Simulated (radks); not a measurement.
# Sc⁺ in [Ar] 3d1 4s1: an all-electron calculation

One table from this session's results is given with a row withheld; the runs are named, their logs left out.

The numbers are computed with radks (a radial shooting solver on a logarithmic mesh, Libxc functionals) version 1 (Dirac Kohn-Sham, PBE, spin-unpolarised, spherical densities, point nucleus; open shells fill j = l - 1/2 first), except any that are marked as measured or tabulated.

## The atom as given

| Quantity | Value |
| --- | --- |
| element | scandium (Z = 21) |
| charge | +1 |
| electrons | 20 |
| configuration | [Ar] 3d1 4s1 |

Set-up of the first run:

Input:

```text
Z 21
configuration [Ar] 3d1 4s1 4p0 5s0
relativity Dirac
functional pbe,pbe
spin unpolarised
j_filling energy
nucleus point
c 137.035999084
```

On the command line:

```
$ python run_ks.py task.json out
```

All runs below come from this command, one after another.

Among the steps run: Self-consistent calculation.

One table of the session follows, with a row left open; its other results are not shown here.

It belongs to the step «Radial structure». Radial moments (bohr):

```
level      <r>  outermost maximum (interpolated)  90 % within  nodes
1s1/2  0.07304                            0.0478        0.130      0
2s1/2   0.3433                             0.284        0.534      1
2p1/2   0.3059                             0.231        0.504      0
2p3/2   0.3085                             0.233        0.508      0
3s1/2        ?                                 ?            ?      ?
3p1/2    1.162                             0.965         1.79      1
3p3/2    1.170                             0.971         1.80      1
3d3/2    1.698                              1.09         2.97      0
3d5/2    1.703                              1.09         2.98      0
4s1/2    3.369                              2.92         4.97      3
4p1/2    4.134                              3.55         6.15      2
4p3/2    4.154                              3.56         6.17      2
```

Estimate the missing values for 3s1/2.

As computed: <r>: 1.075; outermost maximum (interpolated): 0.927; 90 % within: 1.61; nodes: 2. In the column «<r>» it lies between 2s1/2 (0.3433) and 3p1/2 (1.162).

Caveats from the session: Spin polarisation and multiplet splitting are left out.
